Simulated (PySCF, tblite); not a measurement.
# C₆H₁₁FSSi: geometry, infrared bands and NMR shifts

What infrared bands and NMR shifts should C₆H₁₁FSSi (`C=C[C@@]1(F)CS[SiH2][C@@H]1C`) show?

Programs: tblite 0.8.0 and PySCF 2.14.0, with density-fitted response routines of our own. Each step states its level of theory. These are calculated values for one molecule in the gas phase, unless marked as measured. Atoms are numbered from 0 throughout.

## 1. The starting structure

20 atoms, charge 0, multiplicity 1; geometry from: force field or distance geometry start.

Bonds of the start (Å): C0–C1 1.35, C1–C2 1.44, C2–F3 1.38, C2–C4 1.52, C4–S5 1.84, S5–Si6 2.17, Si6–C7 1.88, C7–C8 1.49, C7–C2 1.50, C0–H9 1.10, C0–H10 1.07, C1–H11 1.11, C4–H12 1.09, C4–H13 1.10, Si6–H14 1.45, Si6–H15 1.44, C7–H16 1.11, C8–H17 1.13, C8–H18 1.12, C8–H19 1.09.

## 2. Geometry optimisation with GFN2-xTB

The job: settings as JSON, then the geometry in Å.

```
{"job": {"kind": "relax", "xc": "GFN2-xTB", "basis": "xTB"}, "charge": 0, "multiplicity": 1}
C      2.691700    -0.449400     0.589900
C      1.457800    -0.705500     0.107200
C      0.405300     0.267600    -0.019200
F      0.233000     0.913900     1.192200
C      0.684000     1.405800    -0.991500
S     -0.561900     2.632200    -0.407000
Si    -1.988000     1.142100     0.276500
C     -0.944400    -0.281100    -0.373100
C     -1.274900    -1.595400     0.238200
H      2.971300     0.558400     0.922400
H      3.421700    -1.227900     0.664000
H      1.272500    -1.758200    -0.181400
H      0.418000     1.108000    -2.006000
H      1.711000     1.793600    -0.900400
H     -2.044800     1.140700     1.728300
H     -3.268400     1.257000    -0.367600
H     -1.063000    -0.298300    -1.478600
H     -2.345200    -1.831100    -0.038600
H     -0.681300    -2.392400    -0.273100
H     -1.099700    -1.669300     1.314900
```

Command:

```bash
> OMP_NUM_THREADS=1 python probes_run.py task.json out
```

One launch serves the whole session: the jobs run in the order shown.

**Question.** This job is followed by: GFN2-xTB harmonic vibrations, gas phase; GIAO PBE0/pcSseg-1 NMR shielding, non-relativistic, gas phase. What will the session give for the following? strongest single infrared mode (GFN2-xTB); zero-point energy (GFN2-xTB); ¹³C shifts against TMS (PBE0/pcSseg-1); ¹H shifts against TMS (PBE0/pcSseg-1, means over atoms taken as alike); ¹⁹F shifts against CFCl3 (PBE0/pcSseg-1); ³³S shifts against CS2 (PBE0/pcSseg-1); ²⁹Si shifts against TMS (PBE0/pcSseg-1).

As calculated:

| quantity | value |
| --- | --- |
| strongest single infrared mode (GFN2-xTB) | 2326 cm⁻¹, 346 km/mol |
| zero-point energy (GFN2-xTB) | 95.4 kcal/mol |
| ¹³C shifts against TMS (PBE0/pcSseg-1) | 146.1, 124.4, 105.6, 48.4, 36.9, 10.2 ppm |
| ¹H shifts against TMS (PBE0/pcSseg-1, means over atoms taken as alike) | 5.97, 5.75, 5.75, 4.94, 4.89, 3.32, 3.07, 1.30, 1.19 ppm |
| ¹⁹F shifts against CFCl3 (PBE0/pcSseg-1) | -202.3 ppm |
| ³³S shifts against CS2 (PBE0/pcSseg-1) | -209 ppm |
| ²⁹Si shifts against TMS (PBE0/pcSseg-1) | -8.8 ppm |

**Reading.** The optimisation took 124 steps and gained 1.047 eV; among the close pairs (by a distance rule), C1–C2 changed most, from 1.439 to 1.502 Å. All 54 modes are real, so the xTB geometry is a minimum. The strongest single mode, at 2326 cm⁻¹, moves mainly H14 and H15. Unscaled tight-binding wavenumbers are off by several per cent, some by more. Its intensities can rank the bands wrongly. C1 (alkene CH) lies farthest downfield among carbon, at 146.1 ppm; the olefinic region. At PBE0/pcSseg-1: The largest span, 412 ppm, is at S5, where the paramagnetic term is -345 ppm.
